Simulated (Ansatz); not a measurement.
# BH5O2SSi: the cost of one run

Method: the settings change from run to run; program: Ansatz 0.2.0, Gaussian basis.

## (1) The molecule

The structure was relaxed beforehand with PBE0-D4 in a triple-zeta def2 set.

SMILES `OB(O)S[SiH3]`, 10 atoms, charge 0, spin multiplicity 1.

Atoms are counted from 1 here; the program's logs count them from 0.

Bond lengths: O1–B2 1.354 Å, O1–H6 0.960 Å, B2–O3 1.355 Å, B2–S4 1.856 Å, O3–H7 0.959 Å, S4–Si5 2.129 Å, Si5–H8 1.481 Å, Si5–H9 1.492 Å, Si5–H10 1.483 Å. Angles: B2–O1–H6 114.7°, O1–B2–O3 116.9°, O1–B2–S4 125.0°, O3–B2–S4 118.1°, B2–O3–H7 113.9°, B2–S4–Si5 102.2°, S4–Si5–H8 107.3°, S4–Si5–H9 110.0°, S4–Si5–H10 112.1°, H8–Si5–H9 109.1°, H8–Si5–H10 110.2°, H9–Si5–H10 108.1°.

## (2) PBE0/def2-TZVP

This run has charge -1, multiplicity 2, atoms shaken by 0.15 Å, D3(BJ) with three-body dispersion, high accuracy.

The input, in.yaml:

```yaml
crystal:
  periodic: [false, false, false]
  atoms:
    - {symbol: O, position_ang: [-1.422602, -0.633041, -0.753600]}
    - {symbol: B, position_ang: [0.038515, -0.286165, -1.361945]}
    - {symbol: O, position_ang: [0.467596, -0.658527, -2.555337]}
    - {symbol: S, position_ang: [0.931515, 0.842796, -0.303226]}
    - {symbol: Si, position_ang: [0.279430, 0.588921, 1.707790]}
    - {symbol: H, position_ang: [-1.735140, -0.579148, 0.077682]}
    - {symbol: H, position_ang: [0.960881, -0.636774, -2.845913]}
    - {symbol: H, position_ang: [0.558381, 1.670873, 2.602914]}
    - {symbol: H, position_ang: [-1.178433, 0.315962, 1.563854]}
    - {symbol: H, position_ang: [0.868671, -0.626022, 2.236787]}
basis:
  gaussian: {orbitals: def2-TZVP}
total_charge: -1
magnetization: {spin_polarized: true, initial_magnetization: 1}
hamiltonian: {xc: {name: PBE0}, dispersion: d3bjatm}
accuracy: high
output: {forces: true}
```

On the command line:

```sh
$ ansatz run in.yaml --threads 4 --pin off --events-out ev --progress --plain --max-ram 10444MiB
```

**Question.** How long does this run take on 4 threads of Arm Neoverse V1, shared host, and how much memory does it need?

About 36 s, with a peak of 1.4 GiB.
